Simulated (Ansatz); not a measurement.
What does this script print? It uses the Python package of Ansatz (0.2.0).

`scan_ch6bisi.py`:
```python
"""Potential curve of CH6BISi along one bond."""

import ansatz as az
import numpy as np

GEOMETRY = """
C    -1.32660    0.61120   -0.21920
B    -0.48350   -0.48470    0.41630
Si    1.42000   -0.41410    0.23790
I     2.14830   -0.45920   -2.13460
H    -1.09980    1.63120    0.18920
H    -1.20860    0.69710   -1.32900
H    -2.41900    0.45070   -0.02350
H    -0.94790   -1.35460    0.99940
H     1.95530    0.84330    0.90310
H     2.04490   -1.57210    0.96340
"""

molecule = az.Crystal.molecule()
for line in GEOMETRY.strip().splitlines():
    symbol, *xyz = line.split()
    molecule = molecule.atom(symbol, [float(v) for v in xyz])

symbols = [site.symbol for site in molecule.cartesian_sites]
start = np.array([site.position_ang for site in molecule.cartesian_sites])
axis = (start[3] - start[2]) / np.linalg.norm(start[3] - start[2])
moving = [3]
lengths, energies = [2.184, 2.284, 2.383, 2.482, 2.581, 2.681, 2.78, 2.929], []
for length in lengths:
    xyz = start.copy()
    xyz[moving] += (length - np.linalg.norm(start[3] - start[2])) * axis
    point = az.Crystal.molecule()
    for symbol, place in zip(symbols, xyz):
        point = point.atom(symbol, place.tolist())
    calc = point.calculation().basis(gaussian="def2-SVP").correlation("MP2")
    report = calc.run(threads=1).report
    energies.append(report["free_energy_ev"])
    print(f"r = {length:6.3f} A  E = {energies[-1]:.5f} eV  <S^2> = {abs(report['mean_field']['state']['spin_squared']):.3f}")

# quartic fit about the minimum
fit = np.polynomial.Polynomial.fit(lengths, np.array(energies) - min(energies), 4).convert()
roots = [r.real for r in fit.deriv().roots() if abs(r.imag) < 1e-9 and fit.deriv(2)(r.real) > 0]
r_e = min(roots, key=lambda r: abs(r - lengths[int(np.argmin(energies))]))
print(f"minimum of the fit at {r_e:.4f} A, force constant {fit.deriv(2)(r_e):.2f} eV/A^2")
```

```console
$ python scan_ch6bisi.py
r =  2.184 A  E = -17739.59093 eV  <S^2> = 0.000
r =  2.284 A  E = -17740.04099 eV  <S^2> = 0.000
r =  2.383 A  E = -17740.24829 eV  <S^2> = 0.000
r =  2.482 A  E = -17740.29065 eV  <S^2> = 0.000
r =  2.581 A  E = -17740.22000 eV  <S^2> = 0.000
r =  2.681 A  E = -17740.07223 eV  <S^2> = 0.000
r =  2.780 A  E = -17739.87767 eV  <S^2> = 0.000
r =  2.929 A  E = -17739.53542 eV  <S^2> = 0.000
minimum of the fit at 2.4629 A, force constant 12.53 eV/A^2
```

What to keep in mind:
- Total energies depend on the basis set; only differences at equal settings carry meaning.
- The rest of the molecule is held rigid at a force-field or estimated start geometry, and the basis set is modest; single-reference methods fail as a bond breaks.
- def2 sets replace the cores of elements past krypton by effective core potentials.
- The orbitals are restricted, so S² is zero by construction.
- S² is that of the Hartree-Fock reference.
- The whole script took 60 s on 1 thread of AMD EPYC 7571 (shared host), peak memory 0.27 GiB.
